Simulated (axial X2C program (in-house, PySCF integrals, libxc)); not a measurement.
# A two-component session on BrSc⁻: properties at the nuclei

Wanted for BrSc⁻: properties at the nuclei, at the two-component level.

Program: an in-house X2C program for linear molecules on PySCF integrals. Level of theory: two-component X2C with atomic mean-field terms, Br dyall-acv3z, Sc dyall-acv3z. These are calculated values, not measurements.

**1. Set-up**

task.json

```json
{"zs": [35, 21], "q": -1, "bas": ["dyall-acv3z", "dyall-acv3z"], "r0": 2.62, "levels": ["PBE0", "HF", "PBE", "LDA", "r2SCAN"], "nst": 3}
```

Keys: zs atomic numbers; q charge; bas basis sets; r0 starting distance in Å; levels methods (HF also brings MP2); nst determinants followed.

Command:

```bash
$ python soeom.py task.json out
```

Further steps of the session: Expectation values, lowest determinant; Expectation values, a higher determinant; Expectation values, a higher determinant.

What does the calculation give? Wanted: lowest determinant; Eeff magnitude; Ws magnitude Br; A∥/gI Br; qzz Br; higher determinant (for each run or level that gives them).

The runs gave:

| quantity | value |
| --- | --- |
| lowest determinant | Ω = 3/2 (excess of +ω over −ω: ω = 3/2) |
| Eeff magnitude (GV/cm), PBE0 | 0.123 |
| Ws magnitude Br (kHz), PBE0 | 0.0209 |
| A∥/gI Br (MHz), PBE0 | -2.24 |
| qzz Br (a.u.), PBE0 | 0.58 |
| higher determinant | Ω = 5/2 (excess of +ω over −ω: ω = 5/2) |
| Eeff magnitude (GV/cm), PBE0, higher determinant | 0.123 |
| Ws magnitude Br (kHz), PBE0, higher determinant | 0.0126 |
| A∥/gI Br (MHz), PBE0, higher determinant | 0.695 |
| qzz Br (a.u.), PBE0, higher determinant | 0.58 |
| higher determinant | Ω = 1/2 (excess of +ω over −ω: ω = 1/2) |
| Eeff magnitude (GV/cm), PBE0, higher determinant | 0.0549 |
| Ws magnitude Br (kHz), PBE0, higher determinant | 0.0654 |
| A∥/gI Br (MHz), PBE0, higher determinant | 98.4 |
| qzz Br (a.u.), PBE0, higher determinant | 0.55 |

In words: In the first state, the effective field runs from 0.0924 to 0.257 GV/cm over the mean-field levels, so the levels don't agree on it. The expectation values come from single determinants, which for open shells can mix terms of unlike spin or miss the lowest Ω, so a determinant need not be a state. Eeff is the effective electric field on the electron dipole moment in this Ω state and Ws the scalar–pseudoscalar constant (defined with the proton number Z and per Ω); A∥ is the parallel hyperfine constant, which follows by multiplying with the nuclear g factor gI = μI/(I μN); qzz is the electric field gradient, eQq0 = 234.96 MHz × Q/barn × qzz. The operators were transformed with the bare-nucleus X2C matrices. A second determinant lies within 0.1 eV of the first, so their order is not settled at this level.
